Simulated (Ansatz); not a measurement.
# HfN₂ (singlet): the correlation ladder at a displaced geometry (v1), def2-SVP

The task here is to estimate one member of a computed series from the others.

Computed with Ansatz 0.2.0, Gaussian basis. Level: def2-SVP, core rule «outside noble gas», up to 6 orbitals frozen.

The runs, in order: UHF; CCSD(T) on RHF; CCSD(T) on UHF; CISD; CCSDT(Q) on RHF; CASSCF and MRCISD+Q, 8 electrons in 8 orbitals; CASSCF and NEVPT2, 8 electrons in 8 orbitals.

10 further runs of the same task are left out: 4 that didn't finish, 6 set aside as unsound or not needed. Runs told in other sessions of the task aren't counted.

**The geometry**

The geometry is a PBE0/def2-TZVP stationary point (not a proven minimum) with its atoms shifted at random (size 0.040 Å). No spin-orbit coupling is included. Elements past krypton take def2 core potentials.

3 atoms, charge 0, spin multiplicity 1.

Atoms are counted from 1 here; the program's logs count them from 0.

Bond lengths: Hf1–N2 2.067 Å, Hf1–N3 2.019 Å, N2–N3 1.148 Å. Angles: N2–Hf1–N3 32.6°, Hf1–N2–N3 71.4°, Hf1–N3–N2 76.0°.

Set-up of the first run:

in.yaml reads:

```yaml
crystal:
  periodic: [false, false, false]
  atoms:
    - {symbol: Hf, position_ang: [-0.003140, -0.001833, -0.266014]}
    - {symbol: N, position_ang: [-0.003973, 0.584887, 1.716237]}
    - {symbol: N, position_ang: [0.043991, -0.561529, 1.673624]}
basis:
  gaussian: {orbitals: def2-SVP}
magnetization: {spin_polarized: true, initial_magnetization: 0}
hamiltonian: {xc: hf}
output: {orbitals: {seedname: orbitals}}
```

Started as:

```sh
ansatz run in.yaml --threads 1 --pin off --events-out ev --progress --plain --max-ram 2393MiB
```

Steps of the session up to this table: UHF; CCSD(T) on RHF; CCSD(T) on UHF; CISD; CCSDT(Q) on RHF; CASSCF and MRCISD+Q, 8 electrons in 8 orbitals; CASSCF and NEVPT2, 8 electrons in 8 orbitals.

One table of the session follows, with a row left open; its other results are not shown here.

```
           method  from RCCSDT(Q) (kcal/mol)
              RHF                    +265.26
              UHF                    +261.28
             RMP2                          ?
            RCCSD                     +14.63
         RCCSD(T)                      +2.01
           RCCSDT                      +1.61
        RCCSDT(Q)                          0
  CASSCF frontier                    +178.46
  MRCISD frontier                     +21.49
MRCISD+Q frontier                      +4.99
```

Q: Estimate the row for RMP2 from the others.

The run gave: from RCCSDT(Q) (kcal/mol): +20.03. In the column «from RCCSDT(Q) (kcal/mol)» it lies between RCCSD (+14.63) and MRCISD frontier (+21.49).

Not comparable, so not listed: CCSD(T) on UHF; CASSCF and NEVPT2, 8 electrons in 8 orbitals (they don't share determinant, frozen orbitals or solution with the rows shown, or repeat one).

Limits of these values: The determinant of HF (⟨S²⟩ 1.40) is far from a pure spin state, so its energy mixes those of several spin states; that is harmless only where they are near-degenerate. Warnings: restricted reference is unstable; spin contamination; large T1 diagnostic. Warnings in the runs' records: passed over end.
